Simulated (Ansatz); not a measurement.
# Ge2Bi2S: the cost of one run

Program: Ansatz 0.2.0. Level of theory: DFT PBE, scalar-relativistic, plane waves, PAW. These are calculated values, not measurements.

## (1) The starting structure

It takes space group P-3m1 (No. 164, trigonal). The conventional cell has a = 4.645 Å, b = 4.645 Å, c = 7.253 Å, α = 90.00°, β = 90.00°, γ = 120.00°. Ge (site symmetry 3m) has 3 Ge at 3.25 Å and 4 Bi at 3.32 to 3.45 Å as nearest neighbours. Bi (site symmetry 3m) is surrounded by 3 S at 2.78 Å and 3 Bi at 3.07 Å. S (site symmetry -3m) has 6 Bi at 2.78 Å as nearest neighbours.

Structure file:

```cif
data_structure
_symmetry_space_group_name_H-M 'P 1'
_symmetry_Int_Tables_number 1
_cell_length_a 4.6453
_cell_length_b 4.6453
_cell_length_c 7.2528
_cell_angle_alpha 90.000
_cell_angle_beta 90.000
_cell_angle_gamma 120.000
_cell_volume 135.54
loop_
_atom_site_label
_atom_site_type_symbol
_atom_site_fract_x
_atom_site_fract_y
_atom_site_fract_z
_atom_site_occupancy
Ge1 Ge 0.33333 0.66667 0.62640 1
Ge2 Ge 0.66667 0.33333 0.37360 1
Bi1 Bi 0.33333 0.66667 0.10265 1
Bi2 Bi 0.66667 0.33333 0.89735 1
S1 S 0.00000 0.00000 0.00000 1
```

The cell is invented: random cell by space group and Wyckoff sites (P-3m1, No. 164). Lengths come from tabulated atomic sizes and are only a guess.

## (2) The guess as it stands, on a coarse mesh

File input.yaml:

```yaml
crystal:
  lattice:
    - [4.64533299, 0.0, 0.0]
    - [-2.3226665, 4.02297638, 0.0]
    - [0.0, 0.0, 7.25280974]
  atoms:
    - { symbol: Ge, position: [0.33333333, 0.66666667, 0.62639593] }
    - { symbol: Ge, position: [0.66666667, 0.33333333, 0.37360407] }
    - { symbol: Bi, position: [0.33333333, 0.66666667, 0.10265199] }
    - { symbol: Bi, position: [0.66666667, 0.33333333, 0.89734801] }
    - { symbol: S, position: [0.0, 0.0, 0.0] }
basis:
  ecutwfc: 420
kpoints:
  mp_grid: { grid: [6, 6, 4] }
hamiltonian:
  xc: pbe
scf:
  occupations: { method: gaussian, width: 0.1 }
  lower_state_search: "off"
output:
  forces: true
  stress: true
  eigenvalues: true
```

Command:

```console
$ ansatz run input.yaml --threads 1 --pin off --max-ram 2560MiB --backend cpu --events-out ev --progress --plain --runs-dir out
```

**Question.** How long does this run take on 1 thread of Intel Xeon 6975P-C (Granite Rapids), shared host, and how much memory does it need?

About 3.2 s, with a peak of 0.48 GiB.
